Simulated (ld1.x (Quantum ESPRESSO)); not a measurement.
# A TM potential for tin, from input to tests

Do these settings give a usable potential? It is generated, then checked for transferability, scattering, ghosts and hardness.

Program: ld1.x (Quantum ESPRESSO) 7.5. Reference atom: PBE, fully relativistic, spherical and spin-unpolarised. All values are calculated.

## Step 1: Settings

Typed settings, in words:

```
element                 : tin (Sn, Z = 50)
type                    : norm-conserving Troullier–Martins (Kleinman–Bylander form)
frozen core             : [Kr] 4d10
valence charge          : 4
reference configuration : 5s1 5p3
partial waves           : 5s (bound): rc 1.80 bohr; 5p (bound): rc 2.64 bohr
local potential         : all-electron potential smoothed inside 2.35 bohr (lloc = -1)
core correction         : not asked for
```

The outer shells as boxes (Hund's rule for the drawing; the calculation is spin-unpolarised):

```
[Kr] core
4d [↑↓][↑↓][↑↓][↑↓][↑↓]
5s [↑ ]
5p [↑ ][↑ ][↑ ]
```

## Step 2: Generation

Sn.in reads:

```
 &input
   title='Sn', zed=50., rel=2, dft='PBE', iswitch=3,
   config='[Kr] 4d10 5s1 5p3', rel_dist='average',
   nld=3, rlderiv=2.85, eminld=-3.0, emaxld=5.0, deld=0.02
 /
 &inputp
   pseudotype=2, tm=.true., lloc=-1, rcloc=2.35,
   nlcc=.false.,
   file_pseudopw='Sn.UPF', file_wfcaegen='ae.wfc', file_wfcncgen='nc.wfc', file_beta='beta', file_chi='chi'
 /
2
5S  1  0   1.00   0.00  1.80  1.80  0.0
5P  2  1   3.00   0.00  2.64  2.64  0.0
 &test
   configts(1)='5s1 5p3'
 /
```

Started as:

```
$ ld1.x < Sn.in > Sn.out
```

What the program wrote to Sn.out (without the banner and most projector matrices):

```text
     Program LD1 v.7.5
     --------------------------- All-electron run ----------------------------

     Sn
     dirac relativistic calculation

     atomic number is 50.00
     dft =PBE   lsd =0 sic =0 latt =0  beta=0.20 tr2=1.0E-14
     Exchange-correlation= PBE
                           (   1   4   3   4   0   0   0)
     mesh =1243 r(mesh) = 100.78374 a.u. xmin = -7.00 dx = 0.01250
     1 Ry =  13.60569312 eV, c = 137.03599908

     n l j   nl                  e(Ry)          e(Ha)          e(eV)
     Spin orbit split results
     1 0 0.5 1S 1( 2.00)     -2131.2194     -1065.6097    -28996.7166
     2 0 0.5 2S 1( 2.00)      -321.7347      -160.8674     -4377.4236
     2 1 0.5 2P 1( 2.00)      -300.5240      -150.2620     -4088.8369
     2 1 1.5 2P 1( 4.00)      -283.5724      -141.7862     -3858.1990
     3 0 0.5 3S 1( 2.00)       -62.1809       -31.0905      -846.0145
     3 1 0.5 3P 1( 2.00)       -53.5672       -26.7836      -728.8194
     3 1 1.5 3P 1( 4.00)       -50.4718       -25.2359      -686.7039
     4 0 0.5 4S 1( 2.00)        -9.9492        -4.9746      -135.3664
     4 1 0.5 4P 1( 2.00)        -7.0862        -3.5431       -96.4122
     4 1 1.5 4P 1( 4.00)        -6.5298        -3.2649       -88.8425
     3 2 1.5 3D 1( 4.00)       -35.2542       -17.6271      -479.6573
     3 2 2.5 3D 1( 6.00)       -34.6153       -17.3076      -470.9647
     4 2 1.5 4D 1( 4.00)        -2.0521        -1.0260       -27.9202
     4 2 2.5 4D 1( 6.00)        -1.9752        -0.9876       -26.8743
     5 0 0.5 5S 1( 1.00)        -0.8382        -0.4191       -11.4040
     5 1 0.5 5P 1( 1.00)        -0.3417        -0.1708        -4.6484
     5 1 1.5 5P 1( 2.00)        -0.3061        -0.1531        -4.1654
     Averaged results
     1 0     1S 1( 2.00)     -2131.2194     -1065.6097    -28996.7166
     2 0     2S 1( 2.00)      -321.7347      -160.8674     -4377.4236
     2 1     2P 1( 6.00)      -289.2229      -144.6115     -3935.0783
     3 0     3S 1( 2.00)       -62.1809       -31.0905      -846.0145
     3 1     3P 1( 6.00)       -51.5036       -25.7518      -700.7424
     4 0     4S 1( 2.00)        -9.9492        -4.9746      -135.3664
     4 1     4P 1( 6.00)        -6.7153        -3.3576       -91.3657
     3 2     3D 1(10.00)       -34.8708       -17.4354      -474.4417
     4 2     4D 1(10.00)        -2.0060        -1.0030       -27.2927
     5 0     5S 1( 1.00)        -0.8382        -0.4191       -11.4040
     5 1     5P 1( 3.00)        -0.3180        -0.1590        -4.3264

     final scf error:  3.0E-15 reached in  27 iterations

     Etot =  -12357.498755 Ry,   -6178.749377 Ha, -168132.335822 eV

     Ekin =   13012.391944 Ry,    6506.195972 Ha,  177042.611592 eV
     Encl =  -29992.390425 Ry,  -14996.195213 Ha, -408067.260153 eV
     Eh   =    4952.835572 Ry,    2476.417786 Ha,   67386.760887 eV
     Exc  =    -330.335846 Ry,    -165.167923 Ha,   -4494.448147 eV

     normalization and overlap integrals

     s(1S/1S) =  1.000000  <r> =   0.0291  <r2> =    0.0011  r(max) =   0.0188
     s(2S/2S) =  1.000000  <r> =   0.1251  <r2> =    0.0185  r(max) =   0.1068
     s(2P/2P) =  1.000000  <r> =   0.1058  <r2> =    0.0138  r(max) =   0.0821
     s(2P/2P) =  1.000000  <r> =   0.1112  <r2> =    0.0151  r(max) =   0.0863
     s(3S/3S) =  1.000000  <r> =   0.3391  <r2> =    0.1316  r(max) =   0.3090
     s(3P/3P) =  1.000000  <r> =   0.3299  <r2> =    0.1265  r(max) =   0.2939
     s(3P/3P) =  1.000000  <r> =   0.3411  <r2> =    0.1350  r(max) =   0.3051
     s(4S/4S) =  1.000000  <r> =   0.8186  <r2> =    0.7584  r(max) =   0.7505
     s(4P/4P) =  1.000000  <r> =   0.8655  <r2> =    0.8561  r(max) =   0.7695
     s(4P/4P) =  1.000000  <r> =   0.8951  <r2> =    0.9158  r(max) =   0.7989
     s(3D/3D) =  1.000000  <r> =   0.3125  <r2> =    0.1160  r(max) =   0.2498
     s(3D/3D) =  1.000000  <r> =   0.3161  <r2> =    0.1186  r(max) =   0.2530
     s(4D/4D) =  1.000000  <r> =   1.0870  <r2> =    1.4041  r(max) =   0.8829
     s(4D/4D) =  1.000000  <r> =   1.1014  <r2> =    1.4425  r(max) =   0.8940
     s(5S/5S) =  1.000000  <r> =   2.3638  <r2> =    6.3768  r(max) =   1.9897
     s(5P/5P) =  1.000000  <r> =   3.0414  <r2> =   10.7840  r(max) =   2.4302
     s(5P/5P) =  1.000000  <r> =   3.1850  <r2> =   11.8355  r(max) =   2.5548

     ------------------------ End of All-electron run ------------------------

     --------------------- Generating NC pseudopotential ---------------------

      Generating local potential from pseudized AE potential:
      Matching radius rcloc =   2.3500

      Local pseudo, rcloc= 2.370 Estimated cut-off energy=     4.36 Ry

     Fully relativistic calculation: |psi|^2

     Wfc 5S LC norm =  0.99992603 SC norm =  0.00007224 missing  0.00000173

     Wfc 5P LC norm =  0.99995664 SC norm =  0.00004316 missing  0.00000020

     Wfc 5P LC norm =  0.99996062 SC norm =  0.00003549 missing  0.00000389

      Wfc   5S  rcut= 1.800  Using Troullier-Martins method

      Wfc   5P  rcut= 2.619  Using Troullier-Martins method

      Wfc   5P  rcut= 2.619  Using Troullier-Martins method

     ------------------- End of pseudopotential generation -------------------

     [... the all-electron block is printed once more ...]


     Computing logarithmic derivative in   2.84126
     Computing logarithmic derivative in   2.84126
     Computing the partial wave expansion
     R is outside the sphere for l=    0 j= 0.50
     R is outside the sphere for l=    1 j= 0.50
     R is outside the sphere for l=    1 j= 1.50

     ---------------------- Testing the pseudopotential ----------------------

     Sn
     dirac relativistic calculation

     atomic number is 50.00   valence charge is  4.00
     dft =PBE   lsd =0 sic =0 latt =0  beta=0.20 tr2=1.0E-14
     mesh =1243 r(mesh) = 100.78374 xmin = -7.00 dx = 0.01250

     n l  j  nl             e AE (Ry)       e PS (Ry)    De AE-PS (Ry)
     1 0 0.5 5S   1( 1.00)       -0.83818       -0.83818        0.00000
     2 1 0.5 5P   1( 1.00)       -0.34165       -0.34165       -0.00000
     2 1 1.5 5P   1( 2.00)       -0.30615       -0.30615        0.00000

     eps = 7.6E-15  iter =  7

     Etot =  -12357.498755 Ry,   -6178.749377 Ha, -168132.335822 eV
     Etotps =    -6.222843 Ry,      -3.111422 Ha,     -84.666097 eV

     Ekin =       2.279641 Ry,       1.139820 Ha,      31.016095 eV
     Encl =     -12.830876 Ry,      -6.415438 Ha,    -174.572955 eV
     Ehrt =       4.922162 Ry,       2.461081 Ha,      66.969426 eV
     Ecxc =      -1.691078 Ry,      -0.845539 Ha,     -23.008289 eV
     Epseu=       1.097307 Ry,       0.548654 Ha,      14.929626 eV

     ---------------------- End of pseudopotential test ----------------------
```

Run time: 1.7 s. Hardware: 1 thread, shared host. (Generation and the later configuration tests together.)

## Step 3: Configuration tests

Sn.test.in reads:

```
 &input
   title='Sn', zed=50., rel=2, dft='PBE', iswitch=2,
   config='[Kr] 4d10 5s1 5p3', rel_dist='average'
 /
 &test
   file_pseudo='Sn.UPF', nconf=8,
   configts(1)='5s1 5p3',
   configts(2)='5s2 5p2',
   configts(3)='5s2 5p1',
   configts(4)='5s2 5p0',
   configts(5)='5s2 5p1.5',
   configts(6)='5s0 5p4',
   configts(7)='5s2 5p2.3',
   configts(8)='5s1 5p2'
 /
```

Started as:

```
$ ld1.x < Sn.test.in > Sn.test.out
```

Sn.test.out, the pseudopotential blocks:

```text
     ---------------------- Testing the pseudopotential ----------------------

     Sn
     dirac relativistic calculation

     atomic number is 50.00   valence charge is  4.00
     dft =PBE   lsd =0 sic =0 latt =0  beta=0.20 tr2=1.0E-14
     mesh =1243 r(mesh) = 100.78374 xmin = -7.00 dx = 0.01250

     n l  j  nl             e AE (Ry)       e PS (Ry)    De AE-PS (Ry)
     1 0 0.5 5S   1( 1.00)       -0.83818       -0.83818        0.00000
     2 1 0.5 5P   1( 1.00)       -0.34165       -0.34165       -0.00000
     2 1 1.5 5P   1( 2.00)       -0.30615       -0.30615        0.00000

     eps = 8.6E-15  iter =  6

     Etot =  -12357.498754 Ry,   -6178.749377 Ha, -168132.335821 eV
     Etotps =    -6.222843 Ry,      -3.111421 Ha,     -84.666091 eV

     Ekin =       2.279641 Ry,       1.139821 Ha,      31.016101 eV
     Encl =     -12.830876 Ry,      -6.415438 Ha,    -174.572956 eV
     Ehrt =       4.922162 Ry,       2.461081 Ha,      66.969426 eV
     Ecxc =      -1.691078 Ry,      -0.845539 Ha,     -23.008289 eV
     Epseu=       1.097307 Ry,       0.548654 Ha,      14.929626 eV

     ---------------------- End of pseudopotential test ----------------------

     ---------------------- Testing the pseudopotential ----------------------

     Sn
     [...]
     n l  j  nl             e AE (Ry)       e PS (Ry)    De AE-PS (Ry)
     1 0 0.5 5S   1( 2.00)       -0.77473       -0.77640        0.00167
     2 1 0.5 5P   1( 0.67)       -0.29404       -0.29380       -0.00023
     2 1 1.5 5P   1( 1.33)       -0.26140       -0.26100       -0.00040

     eps = 4.6E-15  iter = 22

     Etot =  -12358.010263 Ry,   -6179.005131 Ha, -168139.295243 eV
     Etotps =    -6.735426 Ry,      -3.367713 Ha,     -91.640145 eV
     dEtot_ae =      -0.511508 Ry
     dEtot_ps =      -0.512584 Ry,   Delta E=       0.001075 Ry

     [...]
     ---------------------- End of pseudopotential test ----------------------

     ---------------------- Testing the pseudopotential ----------------------

     Sn
     [...]
     n l  j  nl             e AE (Ry)       e PS (Ry)    De AE-PS (Ry)
     1 0 0.5 5S   1( 2.00)       -1.30857       -1.31130        0.00272
     2 1 0.5 5P   1( 0.33)       -0.78260       -0.78236       -0.00024
     2 1 1.5 5P   1( 0.67)       -0.74072       -0.74009       -0.00063

     eps = 7.3E-15  iter = 13

     Etot =  -12357.504046 Ry,   -6178.752023 Ha, -168132.407813 eV
     Etotps =    -6.229595 Ry,      -3.114797 Ha,     -84.757958 eV
     dEtot_ae =      -0.005291 Ry
     dEtot_ps =      -0.006752 Ry,   Delta E=       0.001461 Ry

     [...]
     ---------------------- End of pseudopotential test ----------------------

     ---------------------- Testing the pseudopotential ----------------------

     Sn
     [...]
     n l  j  nl             e AE (Ry)       e PS (Ry)    De AE-PS (Ry)
     1 0 0.5 5S   1( 2.00)       -1.91723       -1.91883        0.00161
     2 1 0.5 5P   1( 0.00)       -1.34336       -1.33951       -0.00385
     2 1 1.5 5P   1( 0.00)       -1.29161       -1.28694       -0.00466

     eps = 6.5E-15  iter = 21

     Etot =  -12356.477228 Ry,   -6178.238614 Ha, -168118.437247 eV
     Etotps =    -5.204501 Ry,      -2.602251 Ha,     -70.810845 eV
     dEtot_ae =       1.021526 Ry
     dEtot_ps =       1.018342 Ry,   Delta E=       0.003185 Ry

     [...]
     ---------------------- End of pseudopotential test ----------------------

     ---------------------- Testing the pseudopotential ----------------------

     Sn
     [...]
     n l  j  nl             e AE (Ry)       e PS (Ry)    De AE-PS (Ry)
     1 0 0.5 5S   1( 2.00)       -1.03015       -1.03227        0.00212
     2 1 0.5 5P   1( 0.50)       -0.52740       -0.52720       -0.00020
     2 1 1.5 5P   1( 1.00)       -0.49022       -0.48975       -0.00046

     eps = 9.0E-15  iter = 16

     Etot =  -12357.817565 Ry,   -6178.908783 Ha, -168136.673465 eV
     Etotps =    -6.542909 Ry,      -3.271455 Ha,     -89.020812 eV
     dEtot_ae =      -0.318811 Ry
     dEtot_ps =      -0.320066 Ry,   Delta E=       0.001255 Ry

     [...]
     ---------------------- End of pseudopotential test ----------------------

     ---------------------- Testing the pseudopotential ----------------------

     Sn
     [...]
     n l  j  nl             e AE (Ry)       e PS (Ry)    De AE-PS (Ry)
     1 0 0.5 5S   1( 0.00)       -0.89567       -0.89249       -0.00317
     2 1 0.5 5P   1( 1.33)       -0.38500       -0.38430       -0.00070
     2 1 1.5 5P   1( 2.67)       -0.34690       -0.34654       -0.00036

     eps = 8.4E-16  iter =  9

     Etot =  -12356.970503 Ry,   -6178.485251 Ha, -168125.148587 eV
     Etotps =    -5.695859 Ry,      -2.847930 Ha,     -77.496116 eV
     dEtot_ae =       0.528252 Ry
     dEtot_ps =       0.526983 Ry,   Delta E=       0.001269 Ry

     [...]
     ---------------------- End of pseudopotential test ----------------------

     ---------------------- Testing the pseudopotential ----------------------

     Sn
     [...]
     n l  j  nl             e AE (Ry)       e PS (Ry)    De AE-PS (Ry)
     1 0 0.5 5S   1( 2.00)       -0.63588       -0.63742        0.00154
     2 1 0.5 5P   1( 0.77)       -0.16734       -0.16715       -0.00019
     2 1 1.5 5P   1( 1.53)       -0.13736       -0.13703       -0.00032

     eps = 3.1E-15  iter = 15

     Etot =  -12358.072924 Ry,   -6179.036462 Ha, -168140.147800 eV
     Etotps =    -6.797988 Ry,      -3.398994 Ha,     -92.491340 eV
     dEtot_ae =      -0.574170 Ry
     dEtot_ps =      -0.575145 Ry,   Delta E=       0.000975 Ry

     [...]
     ---------------------- End of pseudopotential test ----------------------

     ---------------------- Testing the pseudopotential ----------------------

     Sn
     [...]
     n l  j  nl             e AE (Ry)       e PS (Ry)    De AE-PS (Ry)
     1 0 0.5 5S   1( 1.00)       -1.37374       -1.37384        0.00010
     2 1 0.5 5P   1( 0.67)       -0.83578       -0.83608        0.00029
     2 1 1.5 5P   1( 1.33)       -0.79166       -0.79195        0.00028

     eps = 6.9E-15  iter = 17

     Etot =  -12356.943307 Ry,   -6178.471654 Ha, -168124.778577 eV
     Etotps =    -5.667251 Ry,      -2.833626 Ha,     -77.106883 eV
     dEtot_ae =       0.555447 Ry
     dEtot_ps =       0.555592 Ry,   Delta E=      -0.000144 Ry

     [...]
     ---------------------- End of pseudopotential test ----------------------
```

Energies count from the reference configuration 5s1 5p3; the error is all-electron less pseudo.

| valence configuration | charge | ΔE all-electron (eV) | error AE − PS (meV) |
| --- | --- | --- | --- |
| 5s2 5p2 | 0 | -6.959 | +15 |
| 5s2 5p1 | +1 | -0.072 | +20 |
| 5s2 5p0 | +2 | 13.899 | +43 |
| 5s2 5p1.5 | +0.5 | -4.338 | +17 |
| 5s0 5p4 | 0 | 7.187 | +17 |
| 5s2 5p2.3 | -0.3 | -7.812 | +13 |
| 5s1 5p2 | +1 | 7.557 | -2.0 |

## Step 4: Does it scatter like the atom?

Taken from the files of the generation run. The phase is arctan(r·u′/u) with u = r·R, unwrapped, with energies in Ry. A pole is an energy at which the radial function vanishes at the test radius. The pseudo phase is shifted by a multiple of π to meet the all-electron one at the reference energy. Levels narrower than the energy grid can be missing from the poles. The last column is the largest difference on the grid between −1 and +1 Ry.

```tsv
channel	radius (bohr)	reference (Ry)	poles AE	poles PS	window around the reference with phases within 0.05 rad (Ry)	largest difference near zero (rad)
s	2.84	-0.84	0.07	0.05, 2.71	below 1.3	0.019
p1/2	2.84	-0.34	1.07	1.01, 4.98	below 2.1	0.009
p3/2	2.84	-0.31	1.24	1.15, 4.83	below 2.0	0.010
```

Phases (rad) along the scan:

```csv
E (Ry),s AE,s PS,p1/2 AE,p1/2 PS
-3.00,1.309,1.309,1.335,1.334
-2.52,1.262,1.261,1.304,1.303
-2.04,1.173,1.172,1.257,1.256
-1.56,0.942,0.940,1.176,1.174
-1.08,-0.177,-0.180,0.995,0.992
-0.60,-1.287,-1.287,0.356,0.355
-0.12,-1.523,-1.526,-0.970,-0.971
0.36,-1.626,-1.633,-1.383,-1.387
0.84,-1.698,-1.717,-1.528,-1.536
1.32,-1.769,-1.823,-1.609,-1.625
1.80,-1.863,-2.119,-1.673,-1.704
2.28,-2.030,-4.244,-1.736,-1.809
2.76,-2.455,-4.737,-1.819,-2.047
3.24,-3.543,-4.930,-1.959,-3.285
3.72,-4.209,-5.256,-2.298,-4.369
4.20,-4.433,-6.455,-3.329,-4.581
4.68,-4.537,-7.369,-4.157,-4.672
```

## Step 5: Cutoff and ghost test in a Bessel basis

A separate test, outside the generator: the pseudo-atom's Hamiltonian at the reference potential is diagonalised in spherical Bessel functions j_l(qr) that vanish at 20 bohr, with q² up to the cutoff.

All-electron valence levels (Ry): 5s -0.8382, 5p1/2 -0.3417, 5p3/2 -0.3061. The lowest levels of each channel (Ry) by cutoff; the last column sums, over occupied levels, occupation times the distance from the level at 400 Ry. A positive value at high cutoff is not a bound level.

```csv
cutoff (Ry),s #1,p1/2 #1,p3/2 #1,d #1,f #1,Σ f·Δε (mRy)
8,-0.8213,-0.3371,-0.3023,0.0246,0.1053,29.2
12,-0.8301,-0.3409,-0.3056,0.0228,0.1053,10.0
15,-0.8302,-0.3414,-0.3059,0.0225,0.1053,8.7
18,-0.8324,-0.3414,-0.3059,0.0224,0.1053,6.5
21,-0.8346,-0.3415,-0.3060,0.0224,0.1053,4.1
30,-0.8374,-0.3416,-0.3061,0.0224,0.1053,0.8
40,-0.8376,-0.3416,-0.3061,0.0224,0.1053,0.6
400,-0.8382,-0.3417,-0.3061,0.0224,0.1053,0.0
```

The sum stays within 10 mRy from 15 Ry and within 1 mRy from 30 Ry. The sum leaves out empty levels, which can need more. Ghost test: no level below the all-electron spectrum of its channel (s, p1/2, p3/2, d, f tested).

## Step 6: What came out

```
                                                quantity                 value
               cutoffs for 10 and 1 mRy, occupied levels       15 Ry and 30 Ry
                                            bound ghosts            none found
                            largest test error (AE − PS)  +43 meV, for 5s2 5p0
largest phase difference near zero energy, channels read             0.019 rad
```

In words: The worst unpolarised test, 5s2 5p0, is off by 43 meV on 13.9 eV; by total energies transferability rates as fair. It counts as soft on the atom at that tolerance, with 15 Ry needed at the looser tolerance. The slowest occupied level is 5s: taken alone it needs 30 Ry to come within 1 mRy, against 12 Ry for 5p. No bound ghost shows below the valence levels. Near zero energy the phases of the channels with partial waves agree within 0.019 rad. These are tests on the free atom; a crystal test is still owed.
